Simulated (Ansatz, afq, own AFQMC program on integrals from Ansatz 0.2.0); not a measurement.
# WGe (triplet): quantum Monte Carlo beside coupled cluster, def2-TZVP

How near does AFQMC come to the top of the ladder for WGe (triplet)?

Program: Ansatz 0.2.0, Gaussian basis, and an in-house AFQMC program (afq) on its integrals; all values are calculated. Level of theory: def2-TZVP, frozen cores. These are calculated values, not measurements.

To be run: PBE (unrestricted); CCSD(T) on UHF; CCSDT(Q) on UHF; r2SCAN (unrestricted); PBE0 (unrestricted); B3LYP (unrestricted); wB97M-V (unrestricted); B2PLYP (unrestricted); Phaseless AFQMC, CISD trial on UHF.

1 further run of the same task is left out (it didn't finish).

## 1. What is computed

The geometry is a PBE0/def2-TZVP stationary point (not a proven minimum) of the parent state, kept for this charge and spin. No spin-orbit coupling is included. Elements past krypton take def2 core potentials. The filled d shell of Ge may be among the frozen orbitals whatever the setting's name suggests; the logs give the count.

2 atoms, charge 0, spin multiplicity 3.

Atoms are counted from 1 here; the program's logs count them from 0.

Bond lengths: W1–Ge2 2.245 Å.

## 2. PBE (unrestricted)

File in.yaml:

```yaml
crystal:
  periodic: [false, false, false]
  atoms:
    - {symbol: W, position_ang: [0.000000, 0.000000, 0.000000]}
    - {symbol: Ge, position_ang: [0.000000, 0.000000, 2.245375]}
basis:
  gaussian: {orbitals: def2-TZVP}
magnetization: {spin_polarized: true, initial_magnetization: 2}
hamiltonian: {xc: {name: PBE}}
output: {orbitals: {seedname: orbitals}}
```

The run is started by

```console
> ansatz run in.yaml --threads 1 --pin off --events-out ev --progress --plain --max-ram 8192MiB --backend cpu
```

What it wrote:

```text
Functional definition: PBE
  name "PBE"
  cite "Perdew, Burke & Ernzerhof, Phys. Rev. Lett. 77, 3865 (1996) doi:10.1103/PhysRevLett.77.3865"
  parent pbe
  parameter kappa = 0.804
  parameter beta = 0.06672455060314922
  exchange = pbe_x(kappa = kappa, mu = beta*pi^2/3)
  correlation = pbe_c(beta = beta)
682 factors; their error is unknown
mean field evaluation 1: about -58327.7769 eV, gradient 2.8e1 eV
mean field evaluation 2: about -58293.7229 eV, gradient 7.1e1 eV
mean field evaluation 4: about -58331.2991 eV, gradient 1.1e1 eV
mean field evaluation 8: about -58332.1907 eV, gradient 2.1e-1 eV
mean field evaluation 16: about -58332.1799 eV, gradient 3.0e-4 eV
mean field evaluation 32: about -58332.1837 eV, gradient 4.1e-2 eV
mean field evaluation 64: about -58331.9219 eV, gradient 1.4e-2 eV
mean field evaluation 96: about -58332.1682 eV, gradient 1.7e0 eV
mean field evaluation 128: about -58331.0533 eV, gradient 9.8e0 eV
mean field evaluation 160: about -58331.8155 eV, gradient 4.8e0 eV
mean field evaluation 192: about -58332.1596 eV, gradient 8.9e-1 eV
mean field -58332.18483795 eV, -2143.6682538196 hartree, gradient 4.8e-6 eV, S^2 2.242156; 17 other end points of the search recorded, 0 dependent functions left out
reference -58332.18486576 eV, -2143.6682548418 hartree; 24, 22 occupied and 64, 66 virtual orbitals, 682 factors
Total energy: -58332.18486576 eV, -2143.6682548418 hartree
```

It took 42 s on 1 thread of AMD EPYC 7R13 (Zen 3), shared host; peak memory 1.7 GiB.

From the report: ⟨S²⟩ of the determinant 2.242 (pure triplet: 2.00).

## 3. CCSD(T) on UHF

Changes to in.yaml since step 2:

```diff
@@ -8,3 +8,2 @@
 magnetization: {spin_polarized: true, initial_magnetization: 2}
-hamiltonian: {xc: {name: PBE}}
-output: {orbitals: {seedname: orbitals}}
+correlation: {method: ccsd_t, electrons: outside_noble_gas, hamiltonian_folder: ham}
```

The run is started by

```console
> ansatz run in.yaml --threads 1 --pin off --events-out ev --progress --plain --max-ram 24576MiB --backend cuda --devices 0, --max-vram 18GiB
```

What it wrote, cut to the lines that bear on the results:

```text
Functional definition: HF
  name "HF"
  cite "Fock, Z. Phys. 61, 126 (1930) doi:10.1007/BF01340294"
  parent pbe
[...]
695 factors; integrals over basis functions are off by at most 8.2e-4 eV
[...]
mean field -58277.61464439 eV, -2141.6628361954 hartree, gradient 2.3e-6 eV, S^2 4.465061; 38 other end points of the search recorded, 0 dependent functions left out
determinant -58277.61464439 eV, -2141.6628361954 hartree, with singles and doubles -58282.80490962 eV, -2141.8535749246 hartree
determinant -58277.31043647 eV, -2141.6516567606 hartree, with singles and doubles -58283.09315186 eV, -2141.8641676315 hartree
determinant -58277.21241585 eV, -2141.6480545693 hartree, with singles and doubles -58282.76762987 eV, -2141.8522049191 hartree
determinant -58276.53438024 eV, -2141.6231372199 hartree, with singles and doubles -58282.27891713 eV, -2141.8342450569 hartree
[...]
determinant -58277.21241585 eV, -2141.6480545693 hartree, with singles and doubles -58282.81912811 eV, -2141.8540974443 hartree
determinant -58276.49263867 eV, -2141.6216032458 hartree, with singles and doubles -58282.82393611 eV, -2141.8542741351 hartree
determinant -58276.41644886 eV, -2141.6188033217 hartree, with singles and doubles -58283.06029795 eV, -2141.8629602726 hartree
determinant -58275.78301822 eV, -2141.5955251752 hartree, with singles and doubles -58283.14709623 eV, -2141.8661500503 hartree
18 core orbitals not correlated: weight in the atoms' cores, before any rotation towards them, 0.998 or more for the frozen orbitals, at most 0.001 for the correlated occupied ones
reference -58277.31043647 eV, -2141.6516567606 hartree; 6, 4 occupied and 64, 66 virtual orbitals, 695 factors
second order -4.62195029 eV of doubles, -0.00000000 eV of singles
cycle   1  -5.86038034 eV  change   -1.9e-6 eV  update   5.8e-6
perturbative correction -0.46382942 eV, -0.0170454169 hartree
Total energy: -58283.63464623 eV, -2141.8840671826 hartree
```

Wall time 44 s (1 × NVIDIA H100 80GB HBM3 with 1 thread of AMD EPYC 7R13 (Zen 3), shared host); peak host memory 1.7 GiB.

From the report: ⟨S²⟩ of the determinant 3.807 (pure triplet: 2.00); correlation -6.3242 eV; T1 0.121; largest double amplitude 0.09. The determinant is far from a pure spin state, so its energy mixes those of several spin states (harmless only where they are near-degenerate, as at dissociation).

This run also writes the integrals to the folder ham.

## 4. CCSDT(Q) on UHF

Changes to in.yaml since step 3:

```diff
@@ -8,2 +8,2 @@
 magnetization: {spin_polarized: true, initial_magnetization: 2}
-correlation: {method: ccsd_t, electrons: outside_noble_gas, hamiltonian_folder: ham}
+correlation: {method: ccsdt_q, electrons: outside_noble_gas}
```

Same command.

What it wrote, cut to the lines that bear on the results:

```text
Functional definition: HF
  name "HF"
  cite "Fock, Z. Phys. 61, 126 (1930) doi:10.1007/BF01340294"
  parent pbe
[...]
1138 factors; integrals over basis functions are off by at most 1.5e-7 eV
[...]
mean field -58277.61467722 eV, -2141.6628374018 hartree, gradient 2.5e-6 eV, S^2 4.465062; 36 other end points of the search recorded, 0 dependent functions left out
determinant -58277.61467722 eV, -2141.6628374018 hartree, with singles and doubles -58282.80085084 eV, -2141.8534257672 hartree
determinant -58277.31047631 eV, -2141.6516582247 hartree, with singles and doubles -58283.09189520 eV, -2141.8641214499 hartree
determinant -58277.21245016 eV, -2141.6480558301 hartree, with singles and doubles -58282.76552947 eV, -2141.8521277307 hartree
determinant -58276.53441563 eV, -2141.6231385207 hartree, with singles and doubles -58282.28008724 eV, -2141.8342880576 hartree
[...]
determinant -58276.49267838 eV, -2141.6216047049 hartree, with singles and doubles -58282.82397451 eV, -2141.8542755463 hartree
determinant -58276.41648873 eV, -2141.6188047869 hartree, with singles and doubles -58283.06034278 eV, -2141.8629619198 hartree
determinant -58275.78305857 eV, -2141.5955266580 hartree, with singles and doubles -58283.14713694 eV, -2141.8661515464 hartree
18 core orbitals not correlated: weight in the atoms' cores, before any rotation towards them, 0.998 or more for the frozen orbitals, at most 0.001 for the correlated occupied ones
reference -58277.31047631 eV, -2141.6516582247 hartree; 6, 4 occupied and 64, 66 virtual orbitals, 1138 factors
second order -4.62195305 eV of doubles, -0.00000000 eV of singles
cycle   1  -4.92737690 eV  change   -3.1e-1 eV  update   1.4e-1
[...]
cycle  35  -6.45827503 eV  change   -7.5e-7 eV  update   2.9e-7
perturbative correction -0.09505369 eV, -0.0034931586 hartree
Total energy: -58283.86380503 eV, -2141.8924886130 hartree
```

It took 34 s on 1 × NVIDIA H100 80GB HBM3 with 1 thread of AMD EPYC 7R13 (Zen 3), shared host; peak host memory 1.7 GiB.

From the report: ⟨S²⟩ of the determinant 3.807 (pure triplet: 2.00); correlation -6.5533 eV; T1 0.149; largest double amplitude 0.12. The determinant is far from a pure spin state, so its energy mixes those of several spin states (harmless only where they are near-degenerate, as at dissociation).

## 5. r2SCAN (unrestricted)

Changes to in.yaml since step 4:

```diff
@@ -8,2 +8,2 @@
 magnetization: {spin_polarized: true, initial_magnetization: 2}
-correlation: {method: ccsdt_q, electrons: outside_noble_gas}
+hamiltonian: {xc: {name: r2SCAN}}
```

The run is started by

```console
> ansatz run in.yaml --threads 1 --pin off --events-out ev --progress --plain --max-ram 8192MiB --backend cpu
```

What it wrote, cut to the lines that bear on the results:

```text
Functional definition: r2SCAN
  name "r2SCAN"
  cite "Furness, Kaplan, Ning, Perdew & Sun, J. Phys. Chem. Lett. 11, 8208 (2020) doi:10.1021/acs.jpclett.0c02405"
  cite "Furness, Kaplan, Ning, Perdew & Sun, J. Phys. Chem. Lett. 11, 9248 (2020) doi:10.1021/acs.jpclett.0c03077"
  parent r2scan
[...]
682 factors; their error is unknown
[...]
mean field -58340.17942846 eV, -2143.9620496021 hartree, gradient 2.7e-6 eV, S^2 2.624468; 27 other end points of the search recorded, 0 dependent functions left out
reference -58340.17944181 eV, -2143.9620500925 hartree; 24, 22 occupied and 64, 66 virtual orbitals, 682 factors
Total energy: -58340.17944181 eV, -2143.9620500925 hartree
```

Wall time 2.3 min (1 thread of AMD EPYC 7R13 (Zen 3), shared host); peak memory 1.7 GiB.

From the report: ⟨S²⟩ of the determinant 2.624 (pure triplet: 2.00). The determinant is far from a pure spin state, so its energy mixes those of several spin states (harmless only where they are near-degenerate, as at dissociation).

## 6. PBE0 (unrestricted)

Changes to in.yaml since step 5:

```diff
@@ -8,2 +8,3 @@
 magnetization: {spin_polarized: true, initial_magnetization: 2}
-hamiltonian: {xc: {name: r2SCAN}}
+hamiltonian: {xc: {name: PBE0}}
+output: {orbitals: {seedname: orbitals}}
```

Same command.

What it wrote, cut to the lines that bear on the results:

```text
Functional definition: PBE0
  name "PBE0"
  cite "Adamo & Barone, J. Chem. Phys. 110, 6158 (1999) doi:10.1063/1.478522"
  cite "Perdew, Burke & Ernzerhof, Phys. Rev. Lett. 77, 3865 (1996) doi:10.1103/PhysRevLett.77.3865"
  parent pbe
[...]
695 factors; integrals over basis functions are off by at most 8.2e-4 eV
[...]
mean field -58331.96241248 eV, -2143.6600798345 hartree, gradient 5.4e-6 eV, S^2 2.413975; 9 other end points of the search recorded, 0 dependent functions left out
reference -58331.96243359 eV, -2143.6600806101 hartree; 24, 22 occupied and 64, 66 virtual orbitals, 695 factors
Total energy: -58331.96243359 eV, -2143.6600806101 hartree
```

It took 30 s on 1 thread of AMD EPYC 7R13 (Zen 3), shared host; peak memory 1.7 GiB.

From the report: ⟨S²⟩ of the determinant 2.414 (pure triplet: 2.00).

## 7. B3LYP (unrestricted)

Changes to in.yaml since step 6:

```diff
@@ -8,3 +8,2 @@
 magnetization: {spin_polarized: true, initial_magnetization: 2}
-hamiltonian: {xc: {name: PBE0}}
-output: {orbitals: {seedname: orbitals}}
+hamiltonian: {xc: {name: B3LYP}}
```

Launched as before.

What it wrote, cut to the lines that bear on the results:

```text
Functional definition: B3LYP
  name "B3LYP"
  cite "Stephens, Devlin, Chabalowski & Frisch, J. Phys. Chem. 98, 11623 (1994) doi:10.1021/j100096a001"
  cite "Becke, Phys. Rev. A 38, 3098 (1988) doi:10.1103/PhysRevA.38.3098"
  cite "Lee, Yang & Parr, Phys. Rev. B 37, 785 (1988) doi:10.1103/PhysRevB.37.785"
  cite "Vosko, Wilk & Nusair, Can. J. Phys. 58, 1200 (1980) doi:10.1139/p80-159"
[...]
695 factors; integrals over basis functions are off by at most 8.2e-4 eV
[...]
mean field -58341.40843946 eV, -2144.0072149233 hartree, gradient 2.7e-6 eV, S^2 2.116634; 2 other end points of the search recorded, 0 dependent functions left out
reference -58341.40861352 eV, -2144.0072213199 hartree; 24, 22 occupied and 64, 66 virtual orbitals, 695 factors
Total energy: -58341.40861352 eV, -2144.0072213199 hartree
```

Run time: 12 s. Hardware: 1 thread of AMD EPYC 7R13 (Zen 3), shared host; peak memory 1.7 GiB.

From the report: ⟨S²⟩ of the determinant 2.117 (pure triplet: 2.00).

## 8. wB97M-V (unrestricted)

Changes to in.yaml since step 7:

```diff
@@ -8,2 +8,3 @@
 magnetization: {spin_polarized: true, initial_magnetization: 2}
-hamiltonian: {xc: {name: B3LYP}}
+hamiltonian: {xc: {name: wB97M-V}}
+output: {orbitals: {seedname: orbitals}}
```

The command is unchanged.

What it wrote, cut to the lines that bear on the results:

```text
Functional definition: wB97M-V
  name "wB97M-V"
  cite "Mardirossian & Head-Gordon, J. Chem. Phys. 144, 214110 (2016) doi:10.1063/1.4952647"
  cite "Becke, J. Chem. Phys. 107, 8554 (1997) doi:10.1063/1.475007"
  cite "Vydrov & Van Voorhis, J. Chem. Phys. 133, 244103 (2010) doi:10.1063/1.3521275"
  # Of w^i u^j: cxij and so on, Table III.
[...]
  gx(w, u) = 1 - cx + cx01*u + cx10*w
  gss(w, u) = css00 + css04*u^4 + css10*w + css20*w^2 + css43*w^4*u^3
  gos(w, u) = cos00 + cos10*w + (cos20 + cos21*u)*w^2 + (cos60 + cos61*u)*w^6
[...]
      + integral(e_c_pw_mod_opposite_spin*gos(b97_w_opposite, b97_u_opposite)) + vv10(b, c)
695 factors; integrals over basis functions are off by at most 8.2e-4 eV
136 factors; integrals over basis functions are off by at most 8.0e-5 eV
[...]
mean field -58333.45607794 eV, -2143.7149710278 hartree, gradient 8.8e-6 eV, S^2 2.352434; 2 other end points of the search recorded, 0 dependent functions left out
reference -58333.45611090 eV, -2143.7149722390 hartree; 24, 22 occupied and 64, 66 virtual orbitals, 695 factors
Total energy: -58333.45611090 eV, -2143.7149722390 hartree
```

Run time: 44 s. Hardware: 1 thread of AMD EPYC 7R13 (Zen 3), shared host; peak memory 1.7 GiB.

From the report: ⟨S²⟩ of the determinant 2.352 (pure triplet: 2.00).

## 9. B2PLYP (unrestricted)

Changes to in.yaml since step 8:

```diff
@@ -8,3 +8,3 @@
 magnetization: {spin_polarized: true, initial_magnetization: 2}
-hamiltonian: {xc: {name: wB97M-V}}
-output: {orbitals: {seedname: orbitals}}
+hamiltonian: {xc: {name: B2PLYP}}
+correlation: {electrons: outside_noble_gas}
```

The command is unchanged.

What it wrote, cut to the lines that bear on the results:

```text
Functional definition: B2PLYP
  name "B2PLYP"
  cite "Grimme, J. Chem. Phys. 124, 034108 (2006) doi:10.1063/1.2148954"
  cite "Becke, Phys. Rev. A 38, 3098 (1988) doi:10.1103/PhysRevA.38.3098"
  cite "Lee, Yang & Parr, Phys. Rev. B 37, 785 (1988) doi:10.1103/PhysRevB.37.785"
[...]
695 factors; integrals over basis functions are off by at most 8.2e-4 eV
[...]
mean field -58320.46403841 eV, -2143.2375223813 hartree, gradient 2.9e-6 eV, S^2 2.695175; 21 other end points of the search recorded, 0 dependent functions left out
18 core orbitals not correlated: weight in the atoms' cores, before any rotation towards them, 0.999 or more for the frozen orbitals, at most 0.001 for the correlated occupied ones
reference -58320.46415023 eV, -2143.2375264907 hartree; 6, 4 occupied and 64, 66 virtual orbitals, 695 factors
second order -8.18858637 eV of doubles, -0.00000000 eV of singles
Total energy: -58322.67506855 eV, -2143.3187762403 hartree
```

Run time: 1.9 min. Hardware: 1 thread of AMD EPYC 7R13 (Zen 3), shared host; peak memory 1.7 GiB.

From the report: ⟨S²⟩ of the determinant 2.695 (pure triplet: 2.00). The determinant is far from a pure spin state, so its energy mixes those of several spin states (harmless only where they are near-degenerate, as at dissociation).

## 10. Phaseless AFQMC, CISD trial on UHF

It reads the integrals that the CCSD(T) run on this determinant wrote.

The run is started by

```console
> afq ham --method phaseless --trial cisd --walkers 1400 --populations 20 --least-time 60 --time-step 0.005 --steps-per-block 50 --equilibration-blocks 40 --max-blocks 4000 --target-error 0.00019 --factor-cut 1e-05 --start spin_pure --seed 2415 --release-times 0.24,0.5,1,1.5 --release-step 0.02 --release-every 3 --taylor-order 6
```

What it wrote:

```text
orbitals 70  electrons 6 4  factors 580 of 695
reference energy -2141.65165676 Eh
CCSD correlation -0.21536464 Eh in 20 cycles, weight of the determinant in the CISD state 0.6105
energy of the start -2141.780877 Eh
 block  time / (1/Eh)  mean weight  energy / Eh
     1     0.250  1.0006  -2141.814539
     2     0.500  1.0002  -2141.838750
     3     0.750  0.9999  -2141.851774
     4     1.000  1.0001  -2141.861127
     5     1.250  0.9998  -2141.866835
     6     1.500  1.0000  -2141.874837
     7     1.750  1.0001  -2141.878980
     8     2.000  1.0000  -2141.882905
     9     2.250  1.0002  -2141.883372
    10     2.500  1.0000  -2141.884537
    14     3.500  0.9998  -2141.889239
    27     6.750  1.0001  -2141.892948
    40    10.000  1.0005  -2141.899374
    53    13.250  0.9998  -2141.890780
    66    16.500  1.0000  -2141.888860
    79    19.750  0.9999  -2141.892119
    92    23.000  0.9997  -2141.889750
   105    26.250  0.9996  -2141.887048
   118    29.500  0.9996  -2141.889929
   131    32.750  1.0000  -2141.884844
   144    36.000  1.0006  -2141.883935
   157    39.250  1.0000  -2141.888982
   170    42.500  1.0004  -2141.887286
   183    45.750  0.9996  -2141.890437
   196    49.000  1.0000  -2141.893123
   209    52.250  0.9996  -2141.887473
   222    55.500  1.0002  -2141.887018
   235    58.750  0.9995  -2141.886348
   248    62.000  1.0003  -2141.886965
   261    65.250  1.0002  -2141.880788
   274    68.500  0.9983  -2141.885301
   287    71.750  0.9996  -2141.885315
   300    75.000  1.0006  -2141.889433
   313    78.250  1.0008  -2141.890986
   326    81.500  0.9995  -2141.886236
   339    84.750  1.0003  -2141.889649
   352    88.000  1.0000  -2141.888328
   365    91.250  0.9996  -2141.886520
   378    94.500  0.9995  -2141.886887
   391    97.750  0.9997  -2141.882129
   404   101.000  1.0004  -2141.887444
   417   104.250  0.9999  -2141.889520
   430   107.500  0.9999  -2141.891425
   443   110.750  1.0000  -2141.889868
   456   114.000  0.9995  -2141.886498
   469   117.250  0.9999  -2141.887022
   482   120.500  1.0003  -2141.889658
   495   123.750  0.9995  -2141.886329
   508   127.000  0.9990  -2141.891602
   521   130.250  1.0003  -2141.887418
   534   133.500  1.0004  -2141.888922
   547   136.750  0.9993  -2141.887762
error from the spread of 20 populations
released: time / (1/Eh)  energy / Eh  error  mean overlap
  0.24  -2141.888883  0.000376  0.9999
  0.50  -2141.889303  0.000619  0.9999
  1.00  -2141.891392  0.000339  1.0001
  1.50  -2141.892244  0.000435  0.9972
energy -2141.887561 +/- 0.000350 Eh
```

Wall time 5 min (1 × NVIDIA H100 80GB HBM3 with 2 threads of AMD EPYC 7R13 (Zen 3), shared host); peak host memory 1.7 GiB.

Energy -58283.7297 ± 0.0095 eV. Caveats: constraint bias not in the error; error above the target.

## 11. All levels side by side

On the UHF determinant, counted from CCSDT(Q) (a yardstick, not exact):

| level | energy (eV) | from CCSDT(Q) (meV) | statistical error (meV) | time |
| --- | --- | --- | --- | --- |
| HF | -58277.3104 | +6553.4 |  |  |
| MP2 | -58281.9324 | +1931.4 |  |  |
| CCSD | -58283.1708 | +693.0 |  |  |
| CCSD(T) | -58283.6346 | +229.2 |  |  |
| CCSDT(Q) | -58283.8638 | 0.0 |  |  |
| Phaseless AFQMC, CISD trial, step 0.005, 1400 walkers | -58283.7297 | +134.1 | 9.5 | 5 min |

The functionals' totals stand on their own zeros and serve differences with other points: PBE -58332.185 eV; r2SCAN -58340.179 eV; PBE0 -58331.962 eV; B3LYP -58341.409 eV; wB97M-V -58333.456 eV; B2PLYP -58322.675 eV.

## 12. Results

| quantity | value |
| --- | --- |
| CCSD(T) on UHF from CCSDT(Q) | +229.2 meV |
| Phaseless AFQMC, CISD trial on UHF from CCSDT(Q) | +134.1 ± 9.5 meV |

What this shows: On UHF the phaseless walk with the CISD trial lies +134.1 meV from CCSDT(Q), 14 times its error bar. Error bars are statistical and leave out the constraint, the time step and what remains of the start. W carries a core potential, and spin-orbit coupling is left out.
